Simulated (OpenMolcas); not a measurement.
# A workflow on BGeH3Cl2 (SMILES Cl[B](Cl)[GeH3])

We compute the energy (HF/ANO-R0), then a single-point energy (CASSCF(2,2)/ANO-R1), then the energy along one coordinate (CASPT2(2,2)/ANO-R1), then the energy along one coordinate (SC-NEVPT2(2,2)/ANO-R1), then the energy along one coordinate (MC-PDFT[tPBE](2,2)/ANO-R1) of BGeH3Cl2. 

The calculation is run with OpenMolcas 26.06.

## (1) The system as given

The species is BGeH3Cl2 (7 atoms), meant as a singlet with charge 0. As SMILES, `Cl[B](Cl)[GeH3]`. The shape is that of a PBE0-D4/def2-TZVP optimisation.

Bond lengths: Cl1–B2 1.741 Å, B2–Cl3 1.743 Å, B2–Ge4 2.068 Å, Ge4–H5 1.538 Å, Ge4–H6 1.538 Å, Ge4–H7 1.535 Å. Angles: Cl1–B2–Cl3 118.5°, Cl1–B2–Ge4 121.7°, Cl3–B2–Ge4 119.8°, B2–Ge4–H5 109.4°, B2–Ge4–H6 109.3°, B2–Ge4–H7 111.8°, H5–Ge4–H6 107.9°, H5–Ge4–H7 109.2°, H6–Ge4–H7 109.2°.

## (2) The energy at HF/ANO-R0 (sfX2C) (run 1)

coord.xyz reads:

```xyz
7

Cl     1.749500    -1.428200     1.208700
B      0.206400    -1.021900     0.511500
Cl    -1.082400    -2.191800     0.604700
Ge    -0.123100     0.798500    -0.412200
H     -0.556200     0.560600    -1.868300
H     -1.266100     1.534300     0.306700
H      1.133300     1.680500    -0.396700
```

step1.inp reads:

```
* BCl2GeH3 Hartree-Fock

&gateway
 coord=coord.xyz
 basis=ANO-R0
 group=NoSym

&seward

&scf
 prorbitals=0

&localisation
 occupied
 freeze
 pipek-mezey

&localisation
 fileorb=$Project.LocOrb
 virtual
 pipek-mezey
```

The run is started by

```bash
$ export MOLCAS_MEM=1860
$ pymolcas step1.inp > step1.log
```

The program printed:

```text
--- Start Module: gateway ---
[...]
--- Stop Module: gateway /rc=_RC_ALL_IS_WELL_ ---
[...]
      Basis functions           44
[...]
       Convergence after   9 Iterations
[...]
::    Total SCF energy                              -3045.0823625193
[...]
      Total spin, S                                     0.0000000000
[...]
      Total electronic charge=   74.000000
      Total            charge=   -0.000000
[...]
      Dipole Moment (debye):
      Origin of the operator (angstrom)=    0.1001   -0.4751    0.2318
                   X=  2.9511E-01               Y= -1.3534E+00               Z=  7.0205E-01           Total=  1.5530E+00
      Quadrupole Moment (debye*angstrom):
[...]
--- Start Module: localisation ---
[...]
--- Stop Module: localisation /rc=_RC_ALL_IS_WELL_ ---
--- Start Module: localisation ---
[...]
--- Stop Module: localisation /rc=_RC_ALL_IS_WELL_ ---
[...]
```

Run time: 3.6 s. Hardware: 1 thread of Intel Xeon 6975P-C (Granite Rapids), shared host; peak memory 0.41 GiB.

## (3) A single-point energy at CASSCF(2,2)/ANO-R1 (sfX2C, RICD fitting) (run 2)

coord.xyz is that of step 2.

step2.input reads:

```
>>> EXPORT MOLCAS_PRINT=2

&GATEWAY
 Coord=coord.xyz
 Basis=ANO-R0
 Group=NoSym

&SEWARD

&RASSCF
 FileOrb=$CurrDir/step1.LocOrb
 Alter=2
 1 30 37
 1 38 44
 Spin=1
 Nactel=2 0 0
 Inactive=36
 Ras2=2
 OrbListing=Nothing
>>> COPY $Project.RunFile RUNFIL1
>>> COPY $Project.RasOrb INPORB

&GATEWAY
 Coord=coord.xyz
 Basis=ANO-R1
 Group=NoSym
 RICD

&SEWARD
>>> COPY $Project.RunFile RUNFIL2

&EXPBAS

&RASSCF
 FileOrb=$Project.ExpOrb
 Spin=1
 Nactel=2 0 0
 Inactive=36
 Ras2=2
 OrbListing=Nothing
 OrbAppear=Compact
```

The run is started by

```bash
$ export MOLCAS_MEM=1860
$ pymolcas step2.input > step2.log
```

The program printed:

```text
--- Start Module: gateway ---
[...]
--- Stop Module: gateway /rc=_RC_ALL_IS_WELL_ ---
[...]
      Basis functions           44
[...]
      Number of active orbitals                  2
[...]
      Spin quantum number                      0.0
[...]
      Active orbitals                            2
[...]
      Number of CSFs                             3
[...]
      Number of root(s) required                 1
[...]
      Convergence after 12 iterations
[...]
      printout of CI-coefficients larger than  0.05 for root  1
      energy=   -3045.090768
      conf/sym  11     Coeff  Weight
             1  20   0.99676 0.99352
             3  02  -0.08048 0.00648
      Natural orbitals and occupation numbers for root  1
      sym 1:   1.987047   0.012953
      ************************************************************************************************************************
      *                                                    Final results                                                     *
[...]
::    RASSCF root number  1 Total energy:  -3045.09076845
[...]
      Basis functions          104
[...]
--- Start Module: expbas ---
[...]
--- Stop Module: expbas /rc=_RC_ALL_IS_WELL_ ---
--- Start Module: rasscf ---
[...]
      Convergence after 21 iterations
[...]
      Natural orbitals and occupation numbers for root  1
      sym 1:   1.983980   0.016020
      ************************************************************************************************************************
      *                                                    Final results                                                     *
[...]
::    RASSCF root number  1 Total energy:  -3045.52812110
[...]
      Total electronic charge=   74.000000
      Total            charge=   -0.000000
[...]
      Dipole Moment (debye):
      Origin of the operator (angstrom)=    0.1001   -0.4751    0.2318
                   X=  7.1757E-02               Y=  3.3160E-01               Z= -1.2593E-01           Total=  3.6190E-01
      Quadrupole Moment (debye*angstrom):
[...]
--- Stop Module: rasscf /rc=_RC_ALL_IS_WELL_ ---
[...]
```

It took 17 s on 1 thread of Intel Xeon 6975P-C (Granite Rapids), shared host; peak memory 0.41 GiB.

## (4) An energy scan at CASPT2(2,2)/ANO-R1 (sfX2C, RICD fitting, ipea shift 0.25 Eh, pt2 variant SS) (run 3)

step3.input reads:

```
>>> COPY $CurrDir/step2.RasOrb $Project.RasOrb
>>> ForEach K in (1, 2, 3, 4, 5, 6, 7, 8, 9)

&GATEWAY
 Coord=$CurrDir/point$K.xyz
 Basis=ANO-R1
 Group=NoSym
 RICD

&SEWARD

&RASSCF
 FileOrb=$Project.RasOrb
 Spin=1
 Nactel=2 0 0
 Inactive=36
 Ras2=2
 OrbListing=Nothing
 OrbAppear=Compact

&CASPT2
 Imaginary=0.2
 Frozen=20
>>> EndDo
```

The run is started by

```bash
$ export MOLCAS_MEM=1860
$ pymolcas step3.input > step3.log
```

The program printed:

```text
[...]
      Basis functions          104
[...]
      Number of active orbitals                  2
[...]
      Spin quantum number                      0.0
[...]
      Active orbitals                            2
[...]
      Number of CSFs                             3
[...]
      Number of root(s) required                 1
[...]
      Convergence after 14 iterations
[...]
      Natural orbitals and occupation numbers for root  1
      sym 1:   1.988084   0.011916
      ************************************************************************************************************************
      *                                                    Final results                                                     *
[...]
::    RASSCF root number  1 Total energy:  -3045.50283460
[...]
::    CASPT2 Root  1     Total energy:  -3046.35046360
[...]
      Convergence after 14 iterations
[...]
      Natural orbitals and occupation numbers for root  1
      sym 1:   1.983989   0.016011
      ************************************************************************************************************************
      *                                                    Final results                                                     *
[...]
      Convergence after 14 iterations
[...]
      Natural orbitals and occupation numbers for root  1
      sym 1:   1.790124   0.209876
      ************************************************************************************************************************
      *                                                    Final results                                                     *
[...]
      Convergence after 12 iterations
[...]
      Natural orbitals and occupation numbers for root  1
      sym 1:   1.507337   0.492663
      ************************************************************************************************************************
      *                                                    Final results                                                     *
[...]
      Convergence after 19 iterations
[...]
      Natural orbitals and occupation numbers for root  1
      sym 1:   1.198857   0.801143
      ************************************************************************************************************************
      *                                                    Final results                                                     *
[...]
::    RASSCF root number  1 Total energy:  -3045.37254655
[...]
::    CASPT2 Root  1     Total energy:  -3046.18836870
[...]
      Convergence after  8 iterations
[...]
::    RASSCF root number  1 Total energy:  -3045.37085456
[...]
::    CASPT2 Root  1     Total energy:  -3046.18513097
[...]
```

Run time: 1.9 min. Hardware: 1 thread of Intel Xeon 6975P-C (Granite Rapids), shared host; peak memory 0.16 GiB.

The scan, from its lowest point:

| B2–Cl1 (Å) | energy (kJ/mol) |
| --- | --- |
| 1.567 | 55.3 |
| 1.741 | 0.0 |
| 1.915 | 24.2 |
| 2.177 | 113.2 |
| 2.525 | 239.7 |
| 2.960 | 360.3 |
| 3.483 | 444.0 |
| 4.179 | 480.9 |
| 5.224 | 489.4 |

## (5) The energy along one coordinate at SC-NEVPT2(2,2)/ANO-R1 (sfX2C, RICD fitting, pt2 variant SC-NEVPT2) (run 4)

step4.input reads:

```
>>> EXPORT MOLCAS_PRINT=2
>>> COPY $CurrDir/step2.RasOrb $Project.RasOrb
>>> ForEach K in (1, 2, 3, 4, 5, 6, 7, 8, 9)

&gateway
  coord
  $CurrDir/point$K.xyz
  basis
  ANO-R1
  group
  NoSym
  ricd

&seward

&rasscf
  fileorb
  $Project.RasOrb
  spin
  1
  nactel
  2 0 0
  inactive
  36
  ras2
  2
  orblisting
  Nothing
  orbappear
  Compact

&caspt2
  sc-nevpt2
  frozen
  20
>>> EndDo
```

The run is started by

```bash
$ export MOLCAS_MEM=1860
$ pymolcas step4.input > step4.log
```

The program printed:

```text
[...]
      Basis functions          104
[...]
      Number of active orbitals                  2
[...]
      Spin quantum number                      0.0
[...]
      Active orbitals                            2
[...]
      Number of CSFs                             3
[...]
      Number of root(s) required                 1
[...]
      Convergence after 14 iterations
[...]
      printout of CI-coefficients larger than  0.05 for root  1
      energy=   -3045.502835
      conf/sym  11     Coeff  Weight
             1  20   0.99702 0.99404
             3  02  -0.07719 0.00596
      Natural orbitals and occupation numbers for root  1
      sym 1:   1.988084   0.011916
      ************************************************************************************************************************
      *                                                    Final results                                                     *
[...]
::    RASSCF root number  1 Total energy:  -3045.50283460
[...]
      E2 (Variational):          -0.8493506773
[...]
::    SC-NEVPT2 Root  1     Total energy:  -3046.35214170
[...]
      Convergence after 14 iterations
[...]
      Natural orbitals and occupation numbers for root  1
      sym 1:   1.983989   0.016011
      ************************************************************************************************************************
      *                                                    Final results                                                     *
[...]
      Convergence after 14 iterations
[...]
      Natural orbitals and occupation numbers for root  1
      sym 1:   1.790124   0.209876
      ************************************************************************************************************************
      *                                                    Final results                                                     *
[...]
      Convergence after 12 iterations
[...]
      Natural orbitals and occupation numbers for root  1
      sym 1:   1.507337   0.492663
      ************************************************************************************************************************
      *                                                    Final results                                                     *
[...]
      Convergence after 19 iterations
[...]
::    RASSCF root number  1 Total energy:  -3045.37254655
[...]
::    SC-NEVPT2 Root  1     Total energy:  -3046.18478649
[...]
      Convergence after  8 iterations
[...]
::    RASSCF root number  1 Total energy:  -3045.37085456
[...]
      E2 (Variational):          -0.8109236476
[...]
      Reference weight:           0.81799
[...]
::    SC-NEVPT2 Root  1     Total energy:  -3046.18177821
[...]
```

Wall time 1.8 min (1 thread of Intel Xeon 6975P-C (Granite Rapids), shared host); peak memory 0.16 GiB.

The scan, from its lowest point:

| B2–Cl1 (Å) | energy (kJ/mol) |
| --- | --- |
| 1.567 | 55.9 |
| 1.741 | 0.0 |
| 1.915 | 28.0 |
| 2.177 | 117.6 |
| 2.525 | 245.6 |
| 2.960 | 370.4 |
| 3.483 | 458.5 |
| 4.179 | 495.3 |
| 5.224 | 503.2 |

## (6) An energy scan at MC-PDFT[tPBE](2,2)/ANO-R1 (sfX2C, RICD fitting) (run 5)

step5.input reads:

```
* BCl2GeH3 MC-PDFT
>>> COPY $CurrDir/step2.RasOrb $Project.RasOrb
>>> ForEach K in (1, 2, 3, 4, 5, 6, 7, 8, 9)

&gateway
  coord = $CurrDir/point$K.xyz
  basis = ANO-R1
  group = NoSym
  ricd

&seward

&rasscf
  fileorb = $Project.RasOrb
  spin = 1
  nactel = 2 0 0
  inactive = 36
  ras2 = 2
  orblisting = Nothing
  orbappear = Compact

&mcpdft
  ksdft = T:PBE
>>> EndDo
```

The run is started by

```bash
$ export MOLCAS_MEM=1860
$ pymolcas step5.input > step5.log
```

The program printed:

```text
--- Start Module: gateway ---
[...]
      Basis functions          104
[...]
      Number of active orbitals                  2
[...]
      Spin quantum number                      0.0
[...]
      Active orbitals                            2
[...]
      Number of CSFs                             3
[...]
      Number of root(s) required                 1
[...]
      Convergence after 14 iterations
[...]
      printout of CI-coefficients larger than  0.05 for root  1
      energy=   -3045.502835
      conf/sym  11     Coeff  Weight
             1  20   0.99702 0.99404
             3  02  -0.07719 0.00596
      Natural orbitals and occupation numbers for root  1
      sym 1:   1.988084   0.011916
      ************************************************************************************************************************
      *                                                    Final results                                                     *
[...]
::    RASSCF root number  1 Total energy:  -3045.50283460
[...]
::    MCPDFT root number  1 Total energy:  -3048.08806501
[...]
      Convergence after 14 iterations
[...]
      Natural orbitals and occupation numbers for root  1
      sym 1:   1.983989   0.016011
      ************************************************************************************************************************
      *                                                    Final results                                                     *
[...]
      Convergence after 14 iterations
[...]
      Natural orbitals and occupation numbers for root  1
      sym 1:   1.790124   0.209876
      ************************************************************************************************************************
      *                                                    Final results                                                     *
[...]
      Convergence after 12 iterations
[...]
      Natural orbitals and occupation numbers for root  1
      sym 1:   1.507337   0.492663
      ************************************************************************************************************************
      *                                                    Final results                                                     *
[...]
      Convergence after 19 iterations
[...]
::    RASSCF root number  1 Total energy:  -3045.37254655
[...]
::    MCPDFT root number  1 Total energy:  -3047.91756505
[...]
      Convergence after  8 iterations
[...]
::    RASSCF root number  1 Total energy:  -3045.37085456
[...]
      Total electronic charge=   74.000000
      Total            charge=   -0.000000
[...]
::    MCPDFT root number  1 Total energy:  -3047.91382574
[...]
```

Run time: 2 min. Hardware: 1 thread of Intel Xeon 6975P-C (Granite Rapids), shared host; peak memory 0.16 GiB.

The scan, from its lowest point:

| B2–Cl1 (Å) | energy (kJ/mol) |
| --- | --- |
| 1.567 | 54.3 |
| 1.741 | 0.0 |
| 1.915 | 21.0 |
| 2.177 | 102.4 |
| 2.525 | 220.3 |
| 2.960 | 341.8 |
| 3.483 | 448.7 |
| 4.179 | 502.0 |
| 5.224 | 511.8 |

## (7) Results

| quantity | value |
| --- | --- |
| run 1, HF/ANO-R0: total energy | -3045.08236 Eh |
| run 1, HF/ANO-R0: dipole moment | 1.55 D |
| run 1, HF/ANO-R0: HOMO energy | -11.72 eV |
| run 1, HF/ANO-R0: LUMO energy | 0.81 eV |
| run 1, HF/ANO-R0: HOMO–LUMO gap | 12.52 eV |
| run 2, CASSCF(2,2)/ANO-R1: total energy | -3045.52812 Eh |
| run 2, CASSCF(2,2)/ANO-R1: dipole moment (CASSCF density) | 0.36 D |
| run 3, CASPT2(2,2)/ANO-R1: lowest energy of the scan | -3046.37154 Eh |
| run 4, SC-NEVPT2(2,2)/ANO-R1: lowest energy of the scan | -3046.37343 Eh |
| run 5, MC-PDFT[tPBE](2,2)/ANO-R1: lowest energy of the scan | -3048.10876 Eh |

In words: Mulliken charges (run 1, HF/ANO-R0) run from -0.04 on B2 to +0.11 on Ge4; they depend strongly on the basis. Mulliken charges (run 2, CASSCF(2,2)/ANO-R1) run from -0.09 on H7 to +0.29 on Ge4.
